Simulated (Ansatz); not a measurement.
# Ta6Ti7N13: the cost of one run

All numbers below are computed with Ansatz 0.2.0 (DFT PBE, scalar-relativistic, plane waves, PAW).

### Step 1. The starting structure

The cell holds 26 atoms (N13Ta6Ti7): a = 6.313 Å, b = 6.632 Å, c = 6.826 Å, α = 93.52°, β = 92.24°, γ = 89.39°.

It is the last frame of an earlier stage of the same melt, run at 4000 K.

The coordinates stand in the first input below.

### Step 2. A single point on the frame at 4000 K

The electrons keep the Fermi-Dirac width of that temperature.

Input file input.yaml:

```yaml
crystal:
  lattice:
    - [6.311297, 0.032506, -0.12785]
    - [0.032506, 6.628756, -0.206465]
    - [-0.12785, -0.206465, 6.821747]
  atoms:
    - { symbol: Ti, position: [0.9401773747, 0.0779282622, 0.4280587679] }
    - { symbol: Ti, position: [0.8560680518, 0.4132410511, 0.2248639785] }
    - { symbol: Ti, position: [0.6162015149, 0.3906714188, 0.8201799133] }
    - { symbol: Ti, position: [0.0002128003, 0.3300572995, 0.6092349997] }
    - { symbol: Ti, position: [0.1333937838, 0.0105245449, 0.7630706322] }
    - { symbol: Ti, position: [0.2371743647, 0.4586951603, 0.8946369731] }
    - { symbol: Ti, position: [0.3665430913, 0.6327995459, 0.6158998352] }
    - { symbol: "N", position: [0.8791607388, 0.4023154258, 0.8400914771] }
    - { symbol: "N", position: [0.6251670049, 0.4713115024, 0.4813590623] }
    - { symbol: "N", position: [0.4567988358, 0.1740156112, 0.8245858509] }
    - { symbol: "N", position: [0.4567704754, 0.663121834, 0.9137188037] }
    - { symbol: "N", position: [0.2158583042, 0.3601966036, 0.4330282824] }
    - { symbol: "N", position: [0.9394025726, 0.1212149425, 0.1131037371] }
    - { symbol: "N", position: [0.5374631839, 0.2989668084, 0.1813440104] }
    - { symbol: "N", position: [0.2171128027, 0.8677023777, 0.4709795083] }
    - { symbol: "N", position: [0.1234951546, 0.7213330291, 0.8040277619] }
    - { symbol: "N", position: [0.3362963966, 0.8988659497, 0.1159989255] }
    - { symbol: "N", position: [0.1607162041, 0.5404821238, 0.1509883473] }
    - { symbol: "N", position: [0.7944397898, 0.0668274639, 0.6765932162] }
    - { symbol: "N", position: [0.7320812934, 0.817317814, 0.2642607011] }
    - { symbol: Ta, position: [0.4864960674, 0.6434224648, 0.2658981401] }
    - { symbol: Ta, position: [0.5985831262, 0.9132849387, 0.919773337] }
    - { symbol: Ta, position: [0.0331980253, 0.7952572043, 0.0541595453] }
    - { symbol: Ta, position: [0.8281284368, 0.735696879, 0.679974016] }
    - { symbol: Ta, position: [0.2469987342, 0.2085531583, 0.1696168704] }
    - { symbol: Ta, position: [0.5086097982, 0.0538467557, 0.4880011449] }
basis:
  ecutwfc: 420
kpoints:
  mp_grid: { grid: [4, 4, 4] }
hamiltonian:
  xc: pbe
scf:
  occupations: { method: fermi_dirac, width: 0.3447 }
output:
  forces: true
  stress: true
  eigenvalues: true
  populations: true
  write_density: true
  write_potential: true
  elf: true
  volumetric_format: npy
```

Launch:

```sh
$ ansatz run input.yaml --threads 2 --pin off --max-ram 5120MiB --backend cpu --events-out ev --progress --plain --runs-dir out
```

Q: Estimate wall time and peak memory on 2 threads of Arm Neoverse V1, shared host.

About 2.7 min, with a peak of 1.4 GiB.
